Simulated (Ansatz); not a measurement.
**SiGe2H8: small, medium and large basis sets**

An exercise on one series of results from a longer session: the logs are not shown, and one member is left open.

Computed with Ansatz 0.2.0, Gaussian basis. Level: one geometry, several basis sets.

The runs, in order: PBE0-D4/def2-SVP; ωB97M-V/def2-SVP; PBE0-D4/def2-QZVPP; ωB97M-V/def2-QZVPP; the functionals' def2-TZVPP values are taken from earlier runs.

## The geometry

An earlier PBE0-D4 in a triple-zeta def2 set relaxation fixed the geometry.

11 atoms, charge 0, spin multiplicity 1.

Atoms are counted from 1 here; the program's logs count them from 0.

Bond lengths: Ge1–Si2 2.379 Å, Ge1–H4 1.538 Å, Ge1–H5 1.538 Å, Ge1–H6 1.538 Å, Si2–Ge3 2.379 Å, Si2–H7 1.489 Å, Si2–H8 1.489 Å, Ge3–H9 1.538 Å, Ge3–H10 1.538 Å, Ge3–H11 1.538 Å. Angles: Si2–Ge1–H4 111.3°, Si2–Ge1–H5 110.1°, Si2–Ge1–H6 110.1°, H4–Ge1–H5 108.5°, H4–Ge1–H6 108.5°, H5–Ge1–H6 108.3°, Ge1–Si2–Ge3 110.5°, Ge1–Si2–H7 109.5°, Ge1–Si2–H8 109.5°, Ge3–Si2–H7 109.5°, Ge3–Si2–H8 109.5°, H7–Si2–H8 108.2°, Si2–Ge3–H9 110.1°, Si2–Ge3–H10 110.1°, Si2–Ge3–H11 111.3°, H9–Ge3–H10 108.3°, H9–Ge3–H11 108.5°, H10–Ge3–H11 108.5°.

The first run:

Contents of in.yaml:

```yaml
crystal:
  periodic: [false, false, false]
  atoms:
    - {symbol: Ge, position_ang: [-1.314822, 1.329060, -0.648101]}
    - {symbol: Si, position_ang: [-0.420268, -0.850089, -0.318110]}
    - {symbol: Ge, position_ang: [1.631173, -0.735870, 0.880372]}
    - {symbol: H, position_ang: [-2.643363, 1.277773, -1.421296]}
    - {symbol: H, position_ang: [-0.321221, 2.193402, -1.442682]}
    - {symbol: H, position_ang: [-1.566288, 2.008060, 0.708891]}
    - {symbol: H, position_ang: [-0.189859, -1.498584, -1.638373]}
    - {symbol: H, position_ang: [-1.395677, -1.678357, 0.443005]}
    - {symbol: H, position_ang: [1.405860, -0.077221, 2.251908]}
    - {symbol: H, position_ang: [2.651996, 0.110561, 0.101163]}
    - {symbol: H, position_ang: [2.227769, -2.135736, 1.103823]}
basis:
  gaussian: {orbitals: def2-SVP}
hamiltonian: {xc: pbe0, dispersion: d4}
output: {orbitals: {seedname: orbitals}}
```

Steps of the session up to this table: PBE0-D4 in def2-SVP; ωB97M-V in def2-SVP; PBE0-D4 in def2-QZVPP; ωB97M-V in def2-QZVPP.

One table of the session follows, with a row left open; its other results are not shown here.

It belongs to the step «Density functionals: the series». 

| functional | basis | HOMO (eV) | LUMO (eV) |
| --- | --- | --- | --- |
| PBE0-D4 | def2-SVP | ? | ? |
| PBE0-D4 | def2-TZVPP | -7.94 | -0.10 |
| PBE0-D4 | def2-QZVPP | -7.94 | -0.22 |
| ωB97M-V | def2-SVP | -9.90 | 1.88 |
| ωB97M-V | def2-TZVPP | -9.91 | 1.60 |
| ωB97M-V | def2-QZVPP | -9.90 | 1.27 |

Q: Estimate the row for PBE0-D4, def2-SVP from the others.

**Answer.** HOMO (eV): -7.97; LUMO (eV): 0.06. In the column «HOMO (eV)» it lies between ωB97M-V, def2-QZVPP (-9.90) and PBE0-D4, def2-TZVPP (-7.94).
